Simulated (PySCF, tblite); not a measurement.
# C₇H₁₀Si: dynamics, then NMR shifts on frames, part 2 of 2

tblite 0.8.0 and PySCF 2.14.0. Atoms count from 0.

### Step 5. Nuclear shieldings: 625 fs, PBE0/pcSseg-1

What the job is given:

```
{"job": {"kind": "nmr", "xc": "PBE0", "basis": "pcSseg-1", "pop": false}, "charge": 0, "multiplicity": 1}
C     -0.224900    -2.395600     1.321700
C      0.390800    -1.252000     0.579700
C      1.774100    -1.367900     0.221000
C      2.419400    -0.340800    -0.519600
C      1.657400     0.783500    -0.661900
C      0.348500     0.900300    -0.385200
C     -0.311800    -0.099300     0.255200
Si    -2.108700     0.132500     0.810500
H     -0.407200    -1.978800     2.338400
H      0.473200    -3.225500     1.348800
H     -1.207000    -2.746400     0.987700
H      2.246500    -2.417600     0.271400
H      3.447000    -0.366700    -0.795800
H      2.138000     1.675700    -1.057800
H     -0.226900     1.826100    -0.467700
H     -3.213200    -0.617200     0.395500
H     -2.576000     1.499900     0.348400
H     -1.991300     0.266200     2.272800
```

With the program's defaults for keys left out, this is: GIAO PBE0/pcSseg-1 NMR shielding, non-relativistic, gas phase.

The log of the run:

```text
coarse grid: 15432 points
cycle   1  E = -561.6278944544  dE =  1.153e+00  |g| = 3.976e-01  |ddm| = 4.060e+00
cycle   2  E = -561.6175582273  dE =  1.034e-02  |g| = 4.493e-01  |ddm| = 1.111e+00
cycle   3  E = -561.6715591334  dE = -5.400e-02  |g| = 7.191e-02  |ddm| = 6.176e-01
cycle   4  E = -561.6725444334  dE = -9.853e-04  |g| = 4.055e-02  |ddm| = 1.121e-01
cycle   5  E = -561.6730012000  dE = -4.568e-04  |g| = 7.223e-03  |ddm| = 5.301e-02
cycle   6  E = -561.6730136718  dE = -1.247e-05  |g| = 2.367e-03  |ddm| = 1.005e-02
cycle   7  E = -561.6730150125  dE = -1.341e-06  |g| = 6.052e-04  |ddm| = 2.748e-03
final grid: 144104 points
cycle   8  E = -561.7201824560  dE = -3.192e-05  |g| = 7.264e-03  |ddm| = 4.970e-02
cycle   9  E = -561.7201769949  dE =  5.461e-06  |g| = 8.536e-03  |ddm| = 2.099e-02
cycle  10  E = -561.7201967660  dE = -1.977e-05  |g| = 1.341e-03  |ddm| = 1.208e-02
cycle  11  E = -561.7201972248  dE = -4.588e-07  |g| = 3.229e-04  |ddm| = 1.651e-03
cycle  12  E = -561.7201972525  dE = -2.768e-08  |g| = 6.797e-05  |ddm| = 4.119e-04
cycle  13  E = -561.7201972534  dE = -9.609e-10  |g| = 2.646e-05  |ddm| = 9.710e-05
converged SCF energy = -561.7201972534

GIAO shielding tensors (ppm)
atom      isotropic    diamagn.    paramagn.     s11        s22        s33       span
  0 C      158.382     247.268     -88.887    134.182    155.493    185.471     51.289
  1 C       30.867     260.607    -229.739    -83.883      7.210    169.275    253.158
  2 C       39.451     253.887    -214.436    -66.287     38.682    145.958    212.245
  3 C       47.925     257.069    -209.144    -69.943     38.519    175.200    245.143
  4 C       62.398     254.938    -192.540    -38.697     42.833    183.058    221.755
  5 C       52.285     252.343    -200.058    -56.980     50.783    163.052    220.031
  6 C       53.561     260.062    -206.501    -41.369     24.490    177.561    218.929
  7 Si     425.159     882.358    -457.198    354.729    434.043    486.705    131.976
  8 H       28.196      28.166       0.030     24.188     27.269     33.130      8.942
  9 H       29.150      29.166      -0.016     23.727     29.048     34.676     10.949
 10 H       29.063      29.321      -0.258     24.001     29.106     34.082     10.081
 11 H       23.212      29.789      -6.578     19.686     22.895     27.054      7.368
 12 H       23.895      31.128      -7.233     21.431     23.394     26.860      5.428
 13 H       24.695      30.602      -5.907     20.285     26.440     27.361      7.076
 14 H       23.759      32.912      -9.153     18.741     23.596     28.940     10.199
 15 H       27.820      30.455      -2.635     23.663     26.529     33.269      9.605
 16 H       26.909      29.337      -2.428     23.033     26.169     31.525      8.492
 17 H       27.059      29.503      -2.444     23.562     25.439     32.176      8.614
```

Run time: 25 s. Hardware: 1 thread of Intel Xeon Platinum 8488C, shared host; peak memory 0.87 GiB.

In short: δ C1 156.1, C2 147.5, C3 139.0, C5 134.6, H11 8.51, H14 7.96 ppm.

### Step 6. Shielding tensors: 800 fs, PBE0/pcSseg-1

What the job is given:

```
{"job": {"kind": "nmr", "xc": "PBE0", "basis": "pcSseg-1", "pop": false}, "charge": 0, "multiplicity": 1}
C     -0.334900    -2.476900     1.191900
C      0.385700    -1.378900     0.431000
C      1.665700    -1.511700    -0.054700
C      2.317000    -0.391200    -0.640100
C      1.672000     0.828100    -0.756200
C      0.339400     0.938900    -0.303000
C     -0.300200    -0.158000     0.293200
Si    -2.078700     0.206800     1.058900
H     -1.125000    -1.978000     1.809200
H      0.431800    -2.829100     1.837600
H     -0.744500    -3.216700     0.529600
H      2.171000    -2.438100     0.116600
H      3.326100    -0.357400    -1.053600
H      2.163000     1.699100    -1.159400
H     -0.168500     1.872500    -0.412000
H     -3.136800    -0.751600     0.603900
H     -2.473400     1.590200     0.815000
H     -1.922200     0.108700     2.509300
```

Level: GIAO PBE0/pcSseg-1 NMR shielding, non-relativistic, gas phase.

The log of the run:

```text
coarse grid: 15432 points
cycle   1  E = -561.6489141881  dE =  9.892e-01  |g| = 3.702e-01  |ddm| = 4.048e+00
cycle   2  E = -561.6470514856  dE =  1.863e-03  |g| = 3.892e-01  |ddm| = 9.931e-01
cycle   3  E = -561.6880705547  dE = -4.102e-02  |g| = 4.436e-02  |ddm| = 4.868e-01
cycle   4  E = -561.6881878457  dE = -1.173e-04  |g| = 3.854e-02  |ddm| = 8.545e-02
cycle   5  E = -561.6885884410  dE = -4.006e-04  |g| = 6.813e-03  |ddm| = 4.524e-02
cycle   6  E = -561.6886006522  dE = -1.221e-05  |g| = 2.006e-03  |ddm| = 8.794e-03
cycle   7  E = -561.6886016451  dE = -9.928e-07  |g| = 2.951e-04  |ddm| = 2.027e-03
final grid: 144104 points
cycle   8  E = -561.7359275297  dE = -3.365e-05  |g| = 7.247e-03  |ddm| = 4.714e-02
cycle   9  E = -561.7359245126  dE =  3.017e-06  |g| = 7.966e-03  |ddm| = 1.839e-02
cycle  10  E = -561.7359418331  dE = -1.732e-05  |g| = 1.029e-03  |ddm| = 1.016e-02
cycle  11  E = -561.7359420826  dE = -2.495e-07  |g| = 3.466e-04  |ddm| = 1.349e-03
cycle  12  E = -561.7359421152  dE = -3.262e-08  |g| = 6.450e-05  |ddm| = 4.171e-04
cycle  13  E = -561.7359421162  dE = -9.613e-10  |g| = 2.143e-05  |ddm| = 9.303e-05
converged SCF energy = -561.7359421162

GIAO shielding tensors (ppm)
atom      isotropic    diamagn.    paramagn.     s11        s22        s33       span
  0 C      157.354     248.526     -91.172    131.141    160.828    180.094     48.953
  1 C       36.422     262.530    -226.108    -71.529      7.585    173.209    244.738
  2 C       57.820     249.788    -191.968    -42.399     44.932    170.927    213.326
  3 C       48.407     254.226    -205.819    -62.918     31.204    176.936    239.854
  4 C       49.394     256.485    -207.091    -70.263     44.209    174.237    244.499
  5 C       38.567     254.388    -215.821    -82.483     35.364    162.821    245.304
  6 C       42.552     260.870    -218.318    -52.602     20.913    159.345    211.947
  7 Si     418.008     881.500    -463.492    362.610    427.617    463.797    101.186
  8 H       28.514      30.575      -2.061     22.471     29.259     33.813     11.342
  9 H       29.261      29.288      -0.028     23.745     29.258     34.778     11.033
 10 H       28.877      28.937      -0.061     24.967     27.292     34.371      9.404
 11 H       24.327      31.922      -7.596     20.778     23.687     28.515      7.738
 12 H       23.702      29.362      -5.660     20.239     24.076     26.790      6.551
 13 H       24.031      31.896      -7.865     21.182     23.783     27.127      5.945
 14 H       23.902      34.308     -10.406     20.210     22.378     29.119      8.909
 15 H       26.574      28.962      -2.388     22.723     25.652     31.346      8.623
 16 H       27.338      29.765      -2.427     23.391     26.213     32.409      9.018
 17 H       27.044      29.767      -2.723     23.451     26.102     31.578      8.127
```

Run time: 25 s. Hardware: 1 thread of Intel Xeon Platinum 8488C, shared host; peak memory 0.87 GiB.

This run: δ C1 150.5, C5 148.4, C6 144.4, C3 138.5, H12 8.02, H14 7.81 ppm.

### Step 7. NMR shieldings: 1000 fs, PBE0/pcSseg-1

What the job is given:

```
{"job": {"kind": "nmr", "xc": "PBE0", "basis": "pcSseg-1", "pop": false}, "charge": 0, "multiplicity": 1}
C      0.190300    -2.853500     0.828600
C      0.535600    -1.469800     0.327100
C      1.805500    -1.249100    -0.169600
C      2.131100    -0.022500    -0.751000
C      1.272000     1.048300    -0.601900
C      0.063200     0.854600     0.053400
C     -0.378900    -0.394200     0.433600
Si    -2.116100    -0.533600     1.222700
H     -0.201300    -2.856900     1.884000
H      1.096200    -3.487100     0.730000
H     -0.555400    -3.360000     0.226800
H      2.546200    -2.075900    -0.211600
H      3.029500     0.094600    -1.285600
H      1.518800     2.019400    -1.000300
H     -0.710600     1.600000     0.141500
H     -2.107500    -1.246200     2.453100
H     -2.907000    -1.203900     0.141500
H     -2.618700     0.784400     1.573400
```

Level: GIAO PBE0/pcSseg-1 NMR shielding, non-relativistic, gas phase.

The log of the run:

```text
coarse grid: 15432 points
cycle   1  E = -561.6494611600  dE =  1.074e+00  |g| = 3.816e-01  |ddm| = 4.062e+00
cycle   2  E = -561.6459043612  dE =  3.557e-03  |g| = 4.086e-01  |ddm| = 1.046e+00
cycle   3  E = -561.6911631637  dE = -4.526e-02  |g| = 4.109e-02  |ddm| = 5.446e-01
cycle   4  E = -561.6912284806  dE = -6.532e-05  |g| = 3.708e-02  |ddm| = 8.174e-02
cycle   5  E = -561.6916007296  dE = -3.722e-04  |g| = 6.708e-03  |ddm| = 4.356e-02
cycle   6  E = -561.6916122711  dE = -1.154e-05  |g| = 1.964e-03  |ddm| = 8.939e-03
cycle   7  E = -561.6916132135  dE = -9.424e-07  |g| = 3.193e-04  |ddm| = 1.960e-03
final grid: 144104 points
cycle   8  E = -561.7387565279  dE = -3.390e-05  |g| = 7.281e-03  |ddm| = 4.919e-02
cycle   9  E = -561.7387531166  dE =  3.411e-06  |g| = 8.113e-03  |ddm| = 1.892e-02
cycle  10  E = -561.7387710109  dE = -1.789e-05  |g| = 9.568e-04  |ddm| = 1.077e-02
cycle  11  E = -561.7387712158  dE = -2.049e-07  |g| = 3.631e-04  |ddm| = 1.339e-03
cycle  12  E = -561.7387712519  dE = -3.609e-08  |g| = 6.374e-05  |ddm| = 4.261e-04
cycle  13  E = -561.7387712528  dE = -8.926e-10  |g| = 2.393e-05  |ddm| = 9.263e-05
converged SCF energy = -561.7387712528

GIAO shielding tensors (ppm)
atom      isotropic    diamagn.    paramagn.     s11        s22        s33       span
  0 C      157.384     245.176     -87.792    134.090    153.002    185.060     50.970
  1 C       37.021     259.283    -222.262    -71.092      8.407    173.748    244.840
  2 C       50.055     253.493    -203.438    -55.955     53.117    153.003    208.958
  3 C       50.913     255.140    -204.227    -60.774     34.627    178.885    239.659
  4 C       58.253     254.632    -196.379    -49.686     44.171    180.273    229.959
  5 C       45.055     254.390    -209.336    -70.569     39.874    165.859    236.428
  6 C       46.695     260.209    -213.514    -54.151     17.651    176.585    230.736
  7 Si     419.358     882.369    -463.011    356.123    439.269    462.682    106.558
  8 H       28.130      27.700       0.430     22.966     28.225     33.199     10.233
  9 H       28.863      28.021       0.842     23.652     28.685     34.253     10.601
 10 H       29.126      28.771       0.354     25.008     28.014     34.355      9.347
 11 H       23.757      31.560      -7.803     20.040     23.419     27.811      7.772
 12 H       24.500      31.505      -7.006     21.549     24.419     27.532      5.983
 13 H       24.308      31.642      -7.335     21.041     24.979     26.903      5.863
 14 H       23.892      34.034     -10.142     19.098     23.068     29.509     10.411
 15 H       27.572      30.568      -2.997     23.297     27.341     32.076      8.779
 16 H       26.545      29.098      -2.552     23.303     24.759     31.574      8.271
 17 H       27.469      30.039      -2.569     23.516     26.507     32.384      8.868
```

Wall time 25 s (1 thread of Intel Xeon Platinum 8488C, shared host); peak memory 0.87 GiB.

Key values: δ C1 149.9, C5 141.9, C6 140.2, C2 136.9, H11 7.96, H14 7.82 ppm.

### Step 8. Side by side: NMR shifts

Shifts (ppm) of some atoms, chosen among heavy atoms and hydrogens apart, with basis size and wall time:

```
  frame     C1     C5     C2     C4     C6   H15    H8  functions  time
 250 fs  141.7  140.4  137.9  131.6  129.7  4.57  2.18        193  25 s
 425 fs  150.2  137.5  130.9  132.6  132.4  4.63  2.41        193  26 s
 625 fs  156.1  134.6  147.5  124.5  133.4  3.90  3.52        193  25 s
 800 fs  150.5  148.4  129.1  137.5  144.4  5.14  3.20        193  25 s
1000 fs  149.9  141.9  136.9  128.7  140.2  4.15  3.59        193  25 s
```

### Step 9. Results

This closing draws on all 2 parts.

| quantity | value |
| --- | --- |
| thermostat | 300 K |
| mean temperature, second half | 279 K |
| mean potential energy above the minimum | 0.63 eV |
| 13C shifts against TMS (PBE0/pcSseg-1, 250 fs) | 141.7, 140.4, 138.3, 137.9, 131.6, 129.7, 19.1 ppm |
| 1H shifts against TMS (PBE0/pcSseg-1, 250 fs) | 8.24, 8.20, 7.68, 7.35, 4.57, 4.45, 4.38, 2.67, 2.18, 2.03 ppm |
| 29Si shifts against TMS (PBE0/pcSseg-1, 250 fs) | -74.1 ppm |
| range of the shift of C2 | 129.1 to 147.5 ppm |

In words: In the second half the potential energy averages 0.63 eV above the minimum; equipartition over 48 harmonic modes at 300 K would give 0.62 eV. With 18 atoms the temperature swings widely (152 to 374 K). Shifts at one fixed geometry are not the observed spectrum, which averages over the motion. In the first frame run (250 fs): The widest tensor belongs to C1: span 253 ppm, with a paramagnetic part of -213 ppm. NICS(1)zz of -28 ppm above the planar ring from C1 marks a diatropic (aromatic) ring current. In ppm, C2 moves most: its shift spreads over 18.4 ppm, from 129.1 (800 fs) to 147.5 (625 fs).
